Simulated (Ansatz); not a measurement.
Geometry optimisation, DFT PBE, scalar-relativistic, plane waves, PAW (Ansatz).

Input file:

```yaml
crystal:
  lattice:
    - [0.0, 5.43, 5.43]
    - [5.43, 0.0, 5.43]
    - [5.43, 5.43, 0.0]
  atoms:
    - { symbol: Si, position: [0.0, 0.0, 0.0] }
    - { symbol: Si, position: [0.125, 0.125, 0.125] }
    - { symbol: Si, position: [0.0, 0.0, 0.5] }
    - { symbol: Si, position: [0.125, 0.125, 0.625] }
    - { symbol: Si, position: [0.0, 0.5, 0.0] }
    - { symbol: Si, position: [0.125, 0.625, 0.125] }
    - { symbol: Si, position: [0.0, 0.5, 0.5] }
    - { symbol: Si, position: [0.125, 0.625, 0.625] }
    - { symbol: Si, position: [0.5, 0.0, 0.0] }
    - { symbol: Si, position: [0.625, 0.125, 0.125] }
    - { symbol: Si, position: [0.5, 0.0, 0.5] }
    - { symbol: Si, position: [0.625, 0.125, 0.625] }
    - { symbol: Si, position: [0.5, 0.5, 0.0] }
    - { symbol: Si, position: [0.625, 0.625, 0.125] }
    - { symbol: Si, position: [0.5, 0.5, 0.5] }
    - { symbol: Si, position: [0.625, 0.625, 0.625] }
    - { symbol: Cu, position: [0.30596645, 0.81837357, 0.30773026] }
total_charge: 1
basis:
  ecutwfc: 420.0
kpoints:
  mp_grid: { grid: [2, 2, 2] }
hamiltonian:
  xc: pbe
  pseudopotentials: { kind: paw, azcp: { folder: soft_1 } }
scf:
  occupations: { method: fermi_dirac, width: 0.02 }
  lower_state_search: "off"
relax:
  f_tol: 0.03
  max_steps: 60
  adjacent_minimum: "off"
```

Run as:

```bash
$ ansatz run input.yaml --threads 1 --pin off --max-ram 3072MiB --backend cpu --events-out ev --progress --plain --runs-dir out
```

Problem. Where does it end, and by what steps?

Solution. The forces met the threshold. The force dipped under the threshold on the way, but the program's further checks kept it going. Limits of this set-up: coarse k mesh, a small cell, in which the defect meets its images, a typed lattice constant that wasn't relaxed here, charged cell in a uniform background, uncorrected. After 19 steps the energy has fallen by 0.674 eV; Cu17 moved furthest, 0.59 Å. Joined: Si6–Cu17 (3.49 → 2.66 Å).

```csv
step,energy less start (eV),largest force component (eV/Å),accepted
0,0.0000,2.099,yes
1,-0.4838,0.881,yes
2,-0.6164,0.133,yes
3,-0.6213,0.045,yes
4,-0.6229,0.027,yes
5,-0.6381,0.215,yes
6,-0.6552,0.175,yes
7,-0.6705,0.088,yes
8,-0.6706,0.067,yes
9,-0.6724,0.025,yes
10,-0.6724,0.025,yes
11,-0.6726,0.017,yes
12,-0.6727,0.012,yes
13,-0.6729,0.016,yes
14,-0.6730,0.010,yes
15,-0.6734,0.023,yes
16,-0.6740,0.024,yes
17,-0.6721,0.063,no
18,-0.6744,0.009,yes
19,-0.6744,0.014,yes
```

```xyz
17
Lattice="0.0000 5.4300 5.4300 5.4300 0.0000 5.4300 5.4300 5.4300 0.0000" Properties=species:S:1:pos:R:3
Si 0.065 -0.031 0.053
Si 1.438 1.301 1.411
Si 2.772 2.677 -0.035
Si 4.083 4.045 1.333
Si 2.822 0.175 2.895
Si 4.230 1.491 4.209
Si 5.494 2.763 2.686
Si 6.865 4.121 4.019
Si -0.035 2.709 2.764
Si 1.363 4.044 4.071
Si 2.669 5.369 2.656
Si 4.028 6.704 3.992
Si 2.716 2.782 5.499
Si 3.994 4.176 6.894
Si 5.395 5.475 5.427
Si 6.793 6.783 6.762
Cu 5.722 3.050 5.770
```

Whether the end is a true minimum wasn't checked by a vibrational analysis.

Run time: 4.1 min on 1 thread of Intel(R) Xeon(R) Processor @ 2.50GHz (Skylake/Cascade Lake) (shared host), peak memory 0.59 GiB.
